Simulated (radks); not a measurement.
# Rh⁺ in [Kr] 4d8: an all-electron calculation

Wanted: eigenvalues, radial structure and energy terms of the rhodium ion Rh+.

Program: radks (a radial shooting solver on a logarithmic mesh, Libxc functionals) version 1. Level of theory: scalar-relativistic Kohn-Sham, r2SCAN, spin-polarised, spherical densities, finite nucleus; open shells are filled with parallel spins first. These are calculated values, not measurements, unless marked.

## Step 1: The atom as given

```
element            : rhodium (Z = 45)
charge             : +1
electrons          : 44
configuration      : [Kr] 4d8
nuclear rms radius : 4.4945 fm
```

Outer shells as boxes (Hund's rule):

Rh⁺
```
[Kr] core
4d [↑↓][↑↓][↑↓][↑ ][↑ ]
```

## Step 2: The run

Input:

```text
Z 45
configuration [Kr] 4d8
relativity scalar-relativistic
functional r2scan,r2scan
spin polarised
nucleus finite rms 4.4945 fm
c 137.035999084
```

What does the calculation give?

The runs gave:

| quantity | value |
| --- | --- |
| total energy | -4784.45211 hartree |
| exchange-correlation share of it | 2.90 % |
| −T/E | 1.0357 |
| highest occupied level | 4d down, -12.633 eV |
| most extended occupied level | 4d down, <r> = 1.55 bohr |
| radius at density 0.001 e/bohr³ | 3.71 bohr |
| maxima of the radial density | 4 |
| ionisation energy, NIST | 18.080 (semi-emp.) eV |

**Reading.** 4 principal shells are occupied and 4 maxima appear in the radial density. −T/E is 1.036: with relativity the kinetic term as defined here no longer equals −E. The top level binds by 12.633 eV, 70 % of the NIST ionisation energy of 18.080 eV; the potential of a semilocal functional falls off too fast, so its top eigenvalue is too shallow. Open shells are spherical and high-spin; term and fine-structure splittings are not resolved.
